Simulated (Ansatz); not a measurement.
# Ti (Ti, dhcp): the cost of one run

Computed with Ansatz 0.2.0 (DFT PBE, plane waves (420 eV) with PAW, scalar-relativistic, unless a step says otherwise).

## Step 1: Starting point

The structure is hexagonal, space group P6_3/mmc (No. 194). The conventional cell has a = 2.923 Å, b = 2.923 Å, c = 9.546 Å, α = 90.00°, β = 90.00°, γ = 120.00°. Ti (site symmetry -3m) is surrounded by 12 Ti at 2.92 Å. Ti (site symmetry -6m2) is surrounded by 12 Ti at 2.92 Å.

Coordinates:

```
CELL_PARAMETERS angstrom
2.92294 0.00000 0.00000
-1.46147 2.53134 0.00000
0.00000 0.00000 9.54632
ATOMIC_POSITIONS crystal
Ti 0.00000 0.00000 0.00000
Ti 0.00000 0.00000 0.50000
Ti 0.33333 0.66667 0.25000
Ti 0.66667 0.33333 0.75000
```

## Step 2: Geometry optimisation

Input file input.yaml:

```yaml
crystal:
  lattice:
    - [2.9229395509, 0.0, 0.0]
    - [-1.4614697754, 2.5313399048, 0.0]
    - [0.0, 0.0, 9.5463205732]
  atoms:
    - { symbol: Ti, position: [0.0, 0.0, 0.0] }
    - { symbol: Ti, position: [0.0, 0.0, 0.5] }
    - { symbol: Ti, position: [0.3333333333, 0.6666666667, 0.25] }
    - { symbol: Ti, position: [0.6666666667, 0.3333333333, 0.75] }
hamiltonian:
  xc: pbe
  pseudopotentials:
    kind: paw
    azcp:
      Ti: "pseudopotentials/Ti.paw.azcp"
basis:
  ecutwfc: 420
  fft_grid_basis: typed
kpoints:
  mp_grid: { grid: [12, 12, 4], shift: [0, 0, 0] }
magnetization:
  spin_polarized: false
scf:
  occupations: { method: fermi_dirac, width: 0.1 }
relax:
  max_steps: 60
  f_tol: 0.01
  cell: {}
output:
  write_density: true
  write_potential: true
  elf: true
  volumetric_format: npy
```

Started as:

```bash
$ ansatz run input.yaml --threads 1 --pin off --max-ram 3584MiB --backend cpu --events-out ev --progress --plain --runs-dir out
```

**Question.** How long does this run take on 1 thread of Intel Xeon Platinum 8259CL at 2.50GHz (Skylake/Cascade Lake), shared host, and how much memory does it need?

About 44 s, with a peak of 0.6 GiB.
